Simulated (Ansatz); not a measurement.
# Si4P: the cost of one run

Method: DFT PBE, scalar-relativistic, plane waves, PAW, in Ansatz 0.2.0.

**1. The starting structure**

Symmetry: I4/m, No. 87, tetragonal system. The conventional cell has a = 6.210 Å, b = 6.210 Å, c = 3.758 Å, α = 90.00°, β = 90.00°, γ = 90.00°. Si (site symmetry m) is surrounded by 9 Si at 2.66 to 2.88 Å and 3 P at 2.69 to 2.77 Å. Around P (site symmetry 4/m) lie 12 Si at 2.69 to 2.77 Å.

As a file:

```
Si P
1.0
    -3.10499    3.10499    1.87905
     3.10499   -3.10499    1.87905
     3.10499    3.10499   -1.87905
Si P
4 1
Direct
  0.79286 0.60487 0.39773
  0.20714 0.39513 0.60227
  0.39513 0.79286 0.18799
  0.60487 0.20714 0.81201
  0.00000 0.00000 0.00000
```

Recipe of the guess: species swapped into a database cell of TiAu4 (I4/m, No. 87), with P on the Ti sites and Si on the Au sites. Its size is a rough estimate.

**2. The guess as it stands, on a coarse mesh**

Contents of input.yaml:

```yaml
crystal:
  lattice:
    - [-3.10499074, 3.10499074, 1.8790476]
    - [3.10499074, -3.10499074, 1.8790476]
    - [3.10499074, 3.10499074, -1.8790476]
  atoms:
    - { symbol: Si, position: [0.79286142, 0.60486706, 0.39772847] }
    - { symbol: Si, position: [0.20713858, 0.39513294, 0.60227153] }
    - { symbol: Si, position: [0.39513294, 0.79286142, 0.18799436] }
    - { symbol: Si, position: [0.60486706, 0.20713858, 0.81200564] }
    - { symbol: P, position: [0.0, 0.0, 0.0] }
basis:
  ecutwfc: 420
kpoints:
  mp_grid: { grid: [6, 6, 6] }
hamiltonian:
  xc: pbe
scf:
  occupations: { method: gaussian, width: 0.1 }
  lower_state_search: "off"
output:
  forces: true
  stress: true
  eigenvalues: true
```

Launch:

```console
$ ansatz run input.yaml --threads 1 --pin off --max-ram 2560MiB --backend cpu --events-out ev --progress --plain --runs-dir out
```

**Question.** How long does this run take on 1 thread of Intel Xeon 6975P-C (Granite Rapids), shared host, and how much memory does it need?

About 1.2 s, with a peak of 0.4 GiB.
